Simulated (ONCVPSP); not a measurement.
# Pseudopotential generation for Pt: ONCV, LDA (Perdew-Wang 92)

Do these settings give a usable potential? It is generated, then checked for transferability, scattering, ghosts and hardness.

The numbers are computed with ONCVPSP 4.0.1.1 (patched build) (LDA (Perdew-Wang 92), scalar-relativistic, spin-unpolarised reference atom).

**1. The atom and the settings**

The settings as typed:

```
element                 : platinum (Pt, Z = 78)
type                    : optimised norm-conserving Vanderbilt (ONCV)
frozen core             : [Kr] 4d10
valence charge          : 32
reference configuration : 4f14 5s2 5p6 5d9 6s1
partial waves           : 5s+6s: rc 1.80 bohr, ncon 4, nbas 8, qcut 5.9 1/bohr, 3 projectors, debl 0.8 Ha; 5p: rc 1.25 bohr, ncon 4, nbas 7, qcut 5.7 1/bohr, 2 projectors, debl 3.9 Ha; 5d: rc 2.00 bohr, ncon 3, nbas 7, qcut 9 1/bohr, 1 projector; 4f: rc 0.70 bohr, ncon 3, nbas 8, qcut 23.3 1/bohr, 1 projector
local potential         : polynomial inside 0.70 bohr (lpopt 3, dvloc0 2 Ha)
core correction         : Teter function, fcfact 5.5, rcfact 1.7
```

An earlier all-electron run gives the scale for the radii.

All-electron outer shells of the reference configuration (LDA (PZ), scalar-relativistic, ld1.x):

| shell | level (eV) | outermost node (bohr) | outermost maximum (bohr) |
| --- | --- | --- | --- |
| 4d | -306.79 | 0.20 | 0.42 |
| 5s | -102.20 | 0.49 | 0.87 |
| 4f | -70.51 | – | 0.38 |
| 5p | -56.29 | 0.53 | 0.98 |
| 5d | -6.38 | 0.57 | 1.26 |
| 6s | -5.97 | 1.14 | 2.38 |
| 6p | -0.96 | 1.36 | 3.55 |

**2. Generating the potential**

Input file Pt.dat:

```
# ATOM AND REFERENCE CONFIGURATION
# atsym  z   nc   nv     iexc    psfile
  Pt 78.00    9    5  -001012      upf
#
#   n    l    f
    1    0    2.00
    2    0    2.00
    2    1    6.00
    3    0    2.00
    3    1    6.00
    3    2   10.00
    4    0    2.00
    4    1    6.00
    4    2   10.00
    4    3   14.00
    5    0    2.00
    5    1    6.00
    5    2    9.00
    6    0    1.00
#
# PSEUDOPOTENTIAL AND OPTIMIZATION
# lmax
    3
#
#   l,   rc,      ep,       ncon, nbas, qcut
    0    1.80    0.00    4    8    5.90
    1    1.25    0.00    4    7    5.70
    2    2.00    0.00    3    7    9.00
    3    0.70    0.00    3    8   23.30
#
# LOCAL POTENTIAL
# lloc, lpopt,  rc(5),   dvloc0
    4    3    0.70    2.00
#
# VANDERBILT-KLEINMAN-BYLANDER PROJECTORs
# l, nproj, debl
    0    3    0.80
    1    2    3.90
    2    1    3.30
    3    1    1.60
#
# MODEL CORE CHARGE
# icmod, fcfact, rcfact
    3    5.50    1.70
#
# LOG DERIVATIVE ANALYSIS
# epsh1, epsh2, depsh
   -5.00    5.00    0.04
#
# OUTPUT GRID
# rlmax, drl
    6.00    0.01
#
# TEST CONFIGURATIONS
# ncnf
    4
# nvcnf
#   n    l    f
    5
    4    3   14.00
    5    0    2.00
    5    1    6.00
    5    2    9.00
    6    0    0.00
#
    5
    4    3   14.00
    5    0    2.00
    5    1    6.00
    5    2    8.00
    6    0    0.00
#
    5
    4    3   14.00
    5    0    2.00
    5    1    6.00
    5    2    7.00
    6    0    0.00
#
    5
    4    3   14.00
    5    0    2.00
    5    1    6.00
    5    2    8.00
    6    0    1.00
#
```

Run with:

```console
$ oncvpsp.x < Pt.dat > Pt.out
```

Q: Predict the outcome of this session. Wanted: cutoffs for 1 and 0.1 mHa per electron, occupied waves; bound ghosts; GHOST(+) flags; largest test error; largest phase difference near zero energy, channels read; rms error of d²Exc/dn², without and with the model core.

As calculated:

| quantity | value |
| --- | --- |
| cutoffs for 1 and 0.1 mHa per electron, occupied waves | 241 Ha and 261 Ha |
| bound ghosts | s at -30.49 eV |
| GHOST(+) flags | p at 220 eV |
| largest test error (AE − PS) | -6.7 meV, for 4f14 5s2 5p6 5d9 6s0 |
| largest phase difference near zero energy, channels read | 0.010 rad |
| rms error of d²Exc/dn², without and with the model core | 6.77 and 3.75 mHa |

**Reading.** It has a bound ghost (s), a state that the atom doesn't have, and that rules the file out. The worst unpolarised test, 4f14 5s2 5p6 5d9 6s0, is off by 6.7 meV on 9.5 eV; by total energies transferability rates as good. Atomic tests can pass in spite of a ghost, since they solve only for the levels asked. The potential is very hard: the looser tolerance needs 241 Ha. At the looser tolerance the 4f wave is the slowest; 5p needs 85 Ha. Near zero energy the phases of the channels with partial waves agree within 0.010 rad. The pseudo curves have a pole with no partner nearby in the atom's: s at -1.13 Ha. The program also flags highly localised states, GHOST(+) (p). All of this concerns the isolated atom, not yet a solid.
